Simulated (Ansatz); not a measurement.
# doublet AlCl2F− at 6 levels

Wanted: a comparison of 6 runs (U-wB97M-V/def2-SVPD, UB2PLYP/def2-SVPD, UB3LYP/def2-SVPD, UCAM-B3LYP/def2-SVPD, UHSE06/def2-SVPD, UPBE0/def2-SVPD) of doublet AlCl2F−. 

Program for the calculation: Ansatz 0.2.0.

41 further runs of the same task are left out: 41 set aside as unsound or not needed.

### 1 The molecule

The species is AlCl2F− (4 atoms), meant as a doublet with charge -1. As SMILES of the parent species, `[F][Al]([Cl])[Cl]`. Geometry: relaxed at PBE0-D4/def2-TZVP. That shape belongs to the parent species and isn't relaxed for this state.

Bond lengths: F1–Al2 1.633 Å, Al2–Cl3 2.065 Å, Al2–Cl4 2.065 Å. Angles: F1–Al2–Cl3 119.2°, F1–Al2–Cl4 119.2°, Cl3–Al2–Cl4 121.5°.

### 2 A single-point energy at U-wB97M-V/def2-SVPD (run 1)

Input file molecule.yaml:

```yaml
crystal:
  periodic: [false, false, false]
  atoms:
    - {symbol: F, position_ang: [0.087420, 0.388220, 1.682350]}
    - {symbol: Al, position_ang: [0.004800, 0.021530, 0.093600]}
    - {symbol: Cl, position_ang: [1.223040, -1.463690, -0.663450]}
    - {symbol: Cl, position_ang: [-1.315270, 1.053930, -1.112510]}
basis:
  gaussian: {orbitals: def2-SVPD}
total_charge: -1
magnetization: {spin_polarized: true, initial_magnetization: 1}
hamiltonian: {xc: {name: wB97M-V}}
accuracy: high
output: {orbitals: {seedname: orbitals}}
```

Started as:

```
$ ansatz run molecule.yaml --threads 1 --pin off --max-ram 3480MiB --events-out events.jsonl --progress --plain --runs-dir runs
```

The program printed:

```text
Warning: RAYON_NUM_THREADS=1 ignored (pool sized by the plan → 1); use --threads N
Functional definition: wB97M-V
  name "wB97M-V"
  parameter omega = 0.3/bohr
  parameter cx = 0.15
  parameter cx01 = 1.007
  parameter cx10 = 0.259
  parameter css00 = 0.443
  parameter css04 = -1.437
  parameter css10 = -4.535
  parameter css20 = -3.390
  parameter css43 = 4.278
  parameter cos00 = 1.000
  parameter cos10 = 1.358
  parameter cos20 = 2.924
  parameter cos21 = -8.812
  parameter cos60 = -1.390
  parameter cos61 = 9.142
  parameter b = 6.0
  parameter c = 0.01
  gx(w, u) = 1 - cx + cx01*u + cx10*w
  gss(w, u) = css00 + css04*u^4 + css10*w + css20*w^2 + css43*w^4*u^3
  gos(w, u) = cos00 + cos10*w + (cos20 + cos21*u)*w^2 + (cos60 + cos61*u)*w^6
  exchange = spin_sum(e_x_unif_sr(omega)*gx(b97_w, b97_u_x)) + cx*exact_x_sr(omega) + exact_x_lr(omega)
  correlation = spin_sum(e_c_pw_mod_same_spin*gss(b97_w, b97_u_same))
      + integral(e_c_pw_mod_opposite_spin*gos(b97_w_opposite, b97_u_opposite)) + vv10(b, c)
1837 factors; integrals over basis functions are off by at most 3.0e-9 eV
491 factors; integrals over basis functions are off by at most 1.7e-9 eV
mean field evaluation 1: about -34350.4095 eV, gradient 1.2e1 eV
mean field evaluation 2: about -34351.1165 eV, gradient 8.9e0 eV
mean field evaluation 4: about -34351.4945 eV, gradient 9.1e-1 eV
mean field evaluation 8: about -34351.5687 eV, gradient 2.1e-2 eV
mean field evaluation 16: about -34351.5687 eV, gradient 1.1e-4 eV
mean field evaluation 32: about -34351.4210 eV, gradient 2.3e0 eV
mean field -34351.56871336 eV, -1262.3968658865 hartree, gradient 6.8e-8 eV, S^2 0.750914; 2 other end points of the search recorded, 0 dependent functions left out
reference -34351.56871486 eV, -1262.3968659417 hartree; 29, 28 occupied and 72, 73 virtual orbitals, 1837 factors
Total energy: -34351.56871486 eV, -1262.3968659417 hartree
```

Wall time 85 s (1 thread of Intel Xeon Platinum 8375C at 2.90GHz (Ice Lake), shared host); peak memory 1.1 GiB.

### 3 The energy at UB2PLYP/def2-SVPD (run 2)

Input file input.yaml:

```yaml
crystal:
  periodic: [false, false, false]
  atoms:
    - {symbol: F, position_ang: [0.087420, 0.388220, 1.682350]}
    - {symbol: Al, position_ang: [0.004800, 0.021530, 0.093600]}
    - {symbol: Cl, position_ang: [1.223040, -1.463690, -0.663450]}
    - {symbol: Cl, position_ang: [-1.315270, 1.053930, -1.112510]}
basis:
  gaussian:
    orbitals: def2-SVPD
total_charge: -1
correlation:
  frozen_orbitals: {Al: 5, Cl: 5, F: 1}
output: {orbitals: {seedname: orbitals}}
magnetization:
  spin_polarized: true
  initial_magnetization: 1
hamiltonian:
  xc: {name: B2PLYP}
accuracy: high
```

Started as:

```
$ ansatz run input.yaml --threads 1 --pin off --max-ram 3480MiB --events-out events.jsonl --progress --plain --runs-dir runs
```

The program printed, cut to the lines that bear on the results:

```text
Warning: RAYON_NUM_THREADS=1 ignored (pool sized by the plan → 1); use --threads N
Functional definition: B2PLYP
  name "B2PLYP"
[...]
1837 factors; integrals over basis functions are off by at most 3.0e-9 eV
[...]
mean field -34335.76076012 eV, -1261.8159343200 hartree, gradient 4.1e-8 eV, S^2 0.751731; 2 other end points of the search recorded, 0 dependent functions left out
16 core orbitals not correlated: weight in the atoms' cores, before any rotation towards them, 1.000 or more for the frozen orbitals, at most 0.000 for the correlated occupied ones
reference -34335.76077812 eV, -1261.8159349814 hartree; 13, 12 occupied and 72, 73 virtual orbitals, 1837 factors
second order -18.62479355 eV of doubles, -0.00000000 eV of singles
Total energy: -34340.78947238 eV, -1262.0007360868 hartree
```

It took 16 s on 1 thread of Intel Xeon Platinum 8375C at 2.90GHz (Ice Lake), shared host; peak memory 0.5 GiB.

Run 3 isn't shown in full; the table further down has it.

### 4 A single-point energy at UCAM-B3LYP/def2-SVPD (run 4)

molecule.yaml: that of step 2 with these lines changed.

```diff
@@ -8,6 +8,10 @@
 basis:
-  gaussian: {orbitals: def2-SVPD}
+  gaussian:
+    orbitals: def2-SVPD
 total_charge: -1
-magnetization: {spin_polarized: true, initial_magnetization: 1}
-hamiltonian: {xc: {name: wB97M-V}}
+magnetization:
+  spin_polarized: true
+  initial_magnetization: 1
+hamiltonian:
+  xc: {name: CAM-B3LYP}
 accuracy: high
```

Started as:

```
$ ansatz run molecule.yaml --threads 1 --pin off --max-ram 3480MiB --events-out events.jsonl --progress --plain --runs-dir runs
```

The program printed, cut to the lines that bear on the results:

```text
Warning: RAYON_NUM_THREADS=1 ignored (pool sized by the plan → 1); use --threads N
Functional definition: CAM-B3LYP
  name "CAM-B3LYP"
[...]
1837 factors; integrals over basis functions are off by at most 3.0e-9 eV
541 factors; integrals over basis functions are off by at most 1.8e-9 eV
[...]
mean field -34353.87079033 eV, -1262.4814656545 hartree, gradient 8.1e-8 eV, S^2 0.751487; 2 other end points of the search recorded, 0 dependent functions left out
reference -34353.87080414 eV, -1262.4814661620 hartree; 29, 28 occupied and 72, 73 virtual orbitals, 1837 factors
Total energy: -34353.87080414 eV, -1262.4814661620 hartree
```

Wall time 16 s (1 thread of Intel Xeon Platinum 8375C at 2.90GHz (Ice Lake), shared host); peak memory 0.6 GiB.

Run 5 isn't shown in full; the table further down has it.

### 5 The energy at UPBE0/def2-SVPD (run 6)

Input file in.yaml:

```yaml
crystal:
  periodic: [false, false, false]
  atoms:
    - symbol: F
      position_ang: [0.087420, 0.388220, 1.682350]
    - symbol: Al
      position_ang: [0.004800, 0.021530, 0.093600]
    - symbol: Cl
      position_ang: [1.223040, -1.463690, -0.663450]
    - symbol: Cl
      position_ang: [-1.315270, 1.053930, -1.112510]
basis:
  gaussian:
    orbitals: def2-SVPD
hamiltonian:
  xc: pbe0
accuracy: high
output:
  orbitals: {seedname: orbitals}
total_charge: -1
magnetization:
  spin_polarized: true
  initial_magnetization: 1
```

Started as:

```
$ ansatz run in.yaml --threads 1 --pin off --max-ram 3480MiB --events-out events.jsonl --progress --plain --runs-dir runs
```

The program printed:

```text
Warning: RAYON_NUM_THREADS=1 ignored (pool sized by the plan → 1); use --threads N
Functional definition: PBE0
  name "PBE0"
  parameter a = 0.25
  parameter kappa = 0.804
  parameter beta = 0.06672455060314922
  exchange = (1 - a)*pbe_x(kappa = kappa, mu = beta*pi^2/3) + a*exact_x
  correlation = pbe_c(beta = beta)
1837 factors; integrals over basis functions are off by at most 3.0e-9 eV
mean field evaluation 1: about -34339.1362 eV, gradient 8.1e0 eV
mean field evaluation 2: about -34339.1481 eV, gradient 9.3e0 eV
mean field evaluation 4: about -34339.6108 eV, gradient 6.6e-1 eV
mean field evaluation 8: about -34339.7183 eV, gradient 2.3e-2 eV
mean field evaluation 16: about -34339.7184 eV, gradient 2.7e-5 eV
mean field evaluation 32: about -34339.0026 eV, gradient 4.9e0 eV
mean field -34339.71836663 eV, -1261.9613736767 hartree, gradient 5.7e-8 eV, S^2 0.752054; 2 other end points of the search recorded, 0 dependent functions left out
reference -34339.71836901 eV, -1261.9613737642 hartree; 29, 28 occupied and 72, 73 virtual orbitals, 1837 factors
Total energy: -34339.71836901 eV, -1261.9613737642 hartree
```

Wall time 13 s (1 thread of Intel Xeon Platinum 8375C at 2.90GHz (Ice Lake), shared host); peak memory 0.5 GiB.

### 6 All runs side by side

| run | level | frozen core orbitals | energy (Eh) | HOMO energy (eV) | LUMO energy (eV) | ⟨S²⟩ | wall time |
| --- | --- | --- | --- | --- | --- | --- | --- |
| 1 | U-wB97M-V/def2-SVPD | – | -1262.396866 | 0.06 | 3.91 | 0.751 | 85 s |
| 2 | UB2PLYP/def2-SVPD | 16 | -1262.000736 | 0.97 | 3.46 | 0.752 | 16 s |
| 3 | UB3LYP/def2-SVPD | – | -1262.522102 | 1.33 | 2.56 | 0.751 | 12 s |
| 4 | UCAM-B3LYP/def2-SVPD | – | -1262.481466 | 0.54 | 3.34 | 0.751 | 16 s |
| 5 | UHSE06/def2-SVPD | – | -1261.936420 | 1.57 | 2.58 | 0.752 | 15 s |
| 6 | UPBE0/def2-SVPD | – | -1261.961374 | 1.24 | 2.91 | 0.752 | 13 s |

### 7 Outcome

```
                                 quantity           value
                      run 6: total energy  -1261.96137 Eh
run 6: HOMO energy (highest over α and β)         1.24 eV
 run 6: LUMO energy (lowest over α and β)         2.91 eV
                              run 6: ⟨S²⟩           0.752
```

**Reading.** Totals of different functionals can't be ranked against each other. In runs 1, 2, 3, 4, 5, 6 the HOMO lies above zero, so the outermost electron may be held by the basis alone. All runs together took 2.6 min, the longest 85 s.
